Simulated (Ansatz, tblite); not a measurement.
# C54H38: a ladder of methods and basis sets

One table from this session's results is given with a row withheld; the runs are named, their logs left out.

The runs use Ansatz 0.2.0, Gaussian basis; as each input shows.

The runs, in order: GFN1-xTB, GFN2-xTB, PBE-D4/def2-SVP, r2SCAN-D4/def2-SVP, B97M-V/def2-SVP, revPBE-D4/def2-SVP, r2SCAN-D4/def2-mTZVP, HF/STO-3G, HF/6-31G, B3LYP-D4/6-31G, MP2/def2-SVP, RPA/def2-SVP.

## The geometry

The singlet was relaxed beforehand with PBE-D4/def2-SVP.

SMILES `c1ccc(-c2ccc(-c3ccc(-c4ccc(-c5ccc(-c6ccc(-c7ccc(-c8ccc(-c9ccccc9)cc8)cc7)cc6)cc5)cc4)cc3)cc2)cc1`, 92 atoms, charge 0, spin multiplicity 1.

Bond lengths: C1–C2 1.405 Å, C1–C54 1.405 Å, C1–H55 1.101 Å, C2–C3 1.401 Å, C2–H56 1.101 Å, C3–C4 1.415 Å, C3–H57 1.101 Å, C4–C5 1.483 Å, C4–C53 1.415 Å, C5–C6 1.414 Å, C5–C52 1.414 Å, C6–C7 1.398 Å, C6–H58 1.101 Å, C7–C8 1.414 Å, C7–H59 1.101 Å, C8–C9 1.481 Å, C8–C51 1.414 Å, C9–C10 1.414 Å and more. Angles: C2–C1–C54 119.5°, C2–C1–H55 120.3°, C54–C1–H55 120.3°, C1–C2–C3 120.3°, C1–C2–H56 120.1°, C3–C2–H56 119.6°, C2–C3–C4 121.0°, C2–C3–H57 119.6°, C4–C3–H57 119.4°, C3–C4–C5 121.0°, C3–C4–C53 118.1°, C5–C4–C53 121.0°, C4–C5–C6 121.3°, C4–C5–C52 121.3°, C6–C5–C52 117.5°, C5–C6–C7 121.3°, C5–C6–H58 119.4°, C7–C6–H58 119.2° and more.

PBE0-D4/def2-SVP was run before; its log isn't repeated, and its numbers join the tables.

The first run:

Tight binding, by tblite at 300 K electronic temperature and without a spin-polarisation term:

```python
tblite.interface.Calculator('GFN1-xTB', numbers, positions, charge=0, uhf=0).singlepoint()
```

Tight binding, by tblite at 300 K electronic temperature and without a spin-polarisation term:

```python
tblite.interface.Calculator('GFN2-xTB', numbers, positions, charge=0, uhf=0).singlepoint()
```

start.molden holds the orbitals of an earlier run on this state, given as this run's starting guess.

The input, in.yaml:

```yaml
crystal:
  periodic: [false, false, false]
  atoms:
    - {symbol: C, position_ang: [-18.793345, 0.130696, 0.223939]}
    - {symbol: C, position_ang: [-18.101619, -0.592098, -0.761852]}
    - {symbol: C, position_ang: [-16.700624, -0.596627, -0.781299]}
    - {symbol: C, position_ang: [-15.956728, 0.120857, 0.184544]}
    - {symbol: C, position_ang: [-14.474049, 0.115548, 0.164075]}
    - {symbol: C, position_ang: [-13.723360, 0.154813, 1.361643]}
    - {symbol: C, position_ang: [-12.325926, 0.148810, 1.342506]}
    - {symbol: C, position_ang: [-11.608109, 0.104458, 0.124706]}
    - {symbol: C, position_ang: [-10.127358, 0.098011, 0.104637]}
    - {symbol: C, position_ang: [-9.409126, -0.584711, -0.904223]}
    - {symbol: C, position_ang: [-8.011949, -0.591413, -0.922822]}
    - {symbol: C, position_ang: [-7.261019, 0.083170, 0.067450]}
    - {symbol: C, position_ang: [-5.780633, 0.073995, 0.049334]}
    - {symbol: C, position_ang: [-5.060559, 0.045290, -1.167216]}
    - {symbol: C, position_ang: [-3.663422, 0.036190, -1.183860]}
    - {symbol: C, position_ang: [-2.913708, 0.053490, 0.015072]}
    - {symbol: C, position_ang: [-1.433247, 0.041240, -0.002072]}
    - {symbol: C, position_ang: [-0.715195, -0.618094, -1.026315]}
    - {symbol: C, position_ang: [0.681927, -0.631157, -1.041587]}
    - {symbol: C, position_ang: [1.433779, 0.013453, -0.032415]}
    - {symbol: C, position_ang: [2.914249, -0.003039, -0.046515]}
    - {symbol: C, position_ang: [3.659572, -0.021549, 1.154872]}
    - {symbol: C, position_ang: [5.056658, -0.040375, 1.142169]}
    - {symbol: C, position_ang: [5.780235, -0.037738, -0.072655]}
    - {symbol: C, position_ang: [7.260895, -0.056686, -0.085732]}
    - {symbol: C, position_ang: [7.995473, 0.608498, -1.094533]}
    - {symbol: C, position_ang: [9.392716, 0.591912, -1.105378]}
    - {symbol: C, position_ang: [10.126946, -0.093553, -0.110114]}
    - {symbol: C, position_ang: [11.607695, -0.112366, -0.122175]}
    - {symbol: C, position_ang: [12.352649, 0.991690, -0.597562]}
    - {symbol: C, position_ang: [13.750101, 0.973949, -0.607987]}
    - {symbol: C, position_ang: [14.473795, -0.148270, -0.143593]}
    - {symbol: C, position_ang: [15.956481, -0.166727, -0.154280]}
    - {symbol: C, position_ang: [16.685866, 0.487695, -1.174176]}
    - {symbol: C, position_ang: [18.086769, 0.470838, -1.184209]}
    - {symbol: C, position_ang: [18.793932, -0.202008, -0.174440]}
    - {symbol: C, position_ang: [18.084665, -0.857159, 0.845464]}
    - {symbol: C, position_ang: [16.683786, -0.839350, 0.855204]}
    - {symbol: C, position_ang: [13.729256, -1.252211, 0.331532]}
    - {symbol: C, position_ang: [12.331809, -1.234870, 0.342064]}
    - {symbol: C, position_ang: [9.392355, -0.760288, 0.897526]}
    - {symbol: C, position_ang: [7.995219, -0.741081, 0.910332]}
    - {symbol: C, position_ang: [5.034931, -0.016700, -1.274089]}
    - {symbol: C, position_ang: [3.637727, -0.001732, -1.261311]}
    - {symbol: C, position_ang: [0.716056, 0.673326, 0.991641]}
    - {symbol: C, position_ang: [-0.681022, 0.687300, 1.005979]}
    - {symbol: C, position_ang: [-3.634282, 0.081756, 1.231533]}
    - {symbol: C, position_ang: [-5.031360, 0.092717, 1.248300]}
    - {symbol: C, position_ang: [-7.979002, 0.765979, 1.076360]}
    - {symbol: C, position_ang: [-9.376158, 0.773700, 1.094064]}
    - {symbol: C, position_ang: [-12.359425, 0.065930, -1.072923]}
    - {symbol: C, position_ang: [-13.756886, 0.070766, -1.053657]}
    - {symbol: C, position_ang: [-16.668465, 0.843590, 1.170464]}
    - {symbol: C, position_ang: [-18.069446, 0.848631, 1.190054]}
    - {symbol: H, position_ang: [-19.893814, 0.134572, 0.239253]}
    - {symbol: H, position_ang: [-18.658575, -1.166229, -1.519028]}
    - {symbol: H, position_ang: [-16.169334, -1.189470, -1.541819]}
    - {symbol: H, position_ang: [-14.247881, 0.152012, 2.329353]}
    - {symbol: H, position_ang: [-11.775957, 0.140903, 2.295863]}
    - {symbol: H, position_ang: [-9.959058, -1.154065, -1.668613]}
    - {symbol: H, position_ang: [-7.487396, -1.165603, -1.701343]}
    - {symbol: H, position_ang: [-5.609241, 0.069222, -2.120782]}
    - {symbol: H, position_ang: [-3.138450, 0.053341, -2.150737]}
    - {symbol: H, position_ang: [-1.265172, -1.164824, -1.806963]}
    - {symbol: H, position_ang: [1.205376, -1.186631, -1.834281]}
    - {symbol: H, position_ang: [3.130273, -0.041448, 2.119471]}
    - {symbol: H, position_ang: [5.603047, -0.038584, 2.097357]}
    - {symbol: H, position_ang: [7.458417, 1.166451, -1.876590]}
    - {symbol: H, position_ang: [9.930121, 1.107211, -1.915966]}
    - {symbol: H, position_ang: [11.824446, 1.897688, -0.931803]}
    - {symbol: H, position_ang: [14.296234, 1.866350, -0.949986]}
    - {symbol: H, position_ang: [16.143026, 0.994474, -1.986478]}
    - {symbol: H, position_ang: [18.631615, 0.980292, -1.993916]}
    - {symbol: H, position_ang: [19.894376, -0.215846, -0.182279]}
    - {symbol: H, position_ang: [18.628177, -1.379997, 1.647503]}
    - {symbol: H, position_ang: [16.140051, -1.332704, 1.675150]}
    - {symbol: H, position_ang: [14.257758, -2.158340, 0.664967]}
    - {symbol: H, position_ang: [11.786107, -2.127285, 0.684645]}
    - {symbol: H, position_ang: [9.930017, -1.289359, 1.699008]}
    - {symbol: H, position_ang: [7.457391, -1.285371, 1.701419]}
    - {symbol: H, position_ang: [5.563631, -0.031631, -2.239084]}
    - {symbol: H, position_ang: [3.091539, 0.031272, -2.216092]}
    - {symbol: H, position_ang: [1.266845, 1.218349, 1.772971]}
    - {symbol: H, position_ang: [-1.203654, 1.244430, 1.797974]}
    - {symbol: H, position_ang: [-3.086685, 0.056569, 2.185585]}
    - {symbol: H, position_ang: [-5.557278, 0.076317, 2.214754]}
    - {symbol: H, position_ang: [-7.428433, 1.334434, 1.841009]}
    - {symbol: H, position_ang: [-9.900148, 1.348622, 1.872373]}
    - {symbol: H, position_ang: [-11.835830, 0.069630, -2.041041]}
    - {symbol: H, position_ang: [-14.307777, 0.077680, -2.006595]}
    - {symbol: H, position_ang: [-16.112151, 1.432659, 1.915892]}
    - {symbol: H, position_ang: [-18.601163, 1.426433, 1.962385]}
basis:
  gaussian: {orbitals: def2-SVP, fitting: {mean_field: def2-universal-jkfit}, initial_orbitals: start.molden}
hamiltonian: {xc: pbe, dispersion: d4}
scf: {omitted_lower_state_checks: [starts]}
output: {orbitals: {seedname: orbitals}}
```

Command:

```sh
$ ansatz run in.yaml --threads 4 --pin off --events-out ev --progress --plain --max-ram 66560MiB --backend cuda --devices 0, --max-vram 37GiB
```

Steps of the session up to this table: PBE-D4/def2-SVP; r2SCAN-D4/def2-SVP; B97M-V/def2-SVP; revPBE-D4/def2-SVP; r2SCAN-D4/def2-mTZVP; HF/STO-3G; HF/6-31G; B3LYP-D4/6-31G; MP2/def2-SVP; RPA/def2-SVP.

One of the session's tables, all rows but one given; the rest of the session is left out.

It belongs to the step «Binding energy». 

| level | binding an atom (eV) |
| --- | --- |
| HF/STO-3G | 4.576 |
| HF/6-31G | 3.792 |
| HF/def2-SVP | 4.065 |
| PBE-D4/def2-SVP | 5.679 |
| revPBE-D4/def2-SVP | ? |
| r2SCAN-D4/def2-SVP | 5.490 |
| r2SCAN-D4/def2-mTZVP | 5.367 |
| B97M-V/def2-SVP | 5.490 |
| B3LYP-D4/6-31G | 5.292 |
| PBE0-D4/def2-SVP | 5.564 |
| MP2/def2-SVP | 5.339 |

**Question.** Estimate the row for revPBE-D4/def2-SVP.

**Answer.** binding an atom (eV): 5.540. In the column «binding an atom (eV)» it lies between B97M-V/def2-SVP (5.490) and PBE0-D4/def2-SVP (5.564).

Limits of these values: Free atoms were run apart at each level; binding is atoms less cluster, divided by the number of atoms, without zero-point or spin-orbit terms.
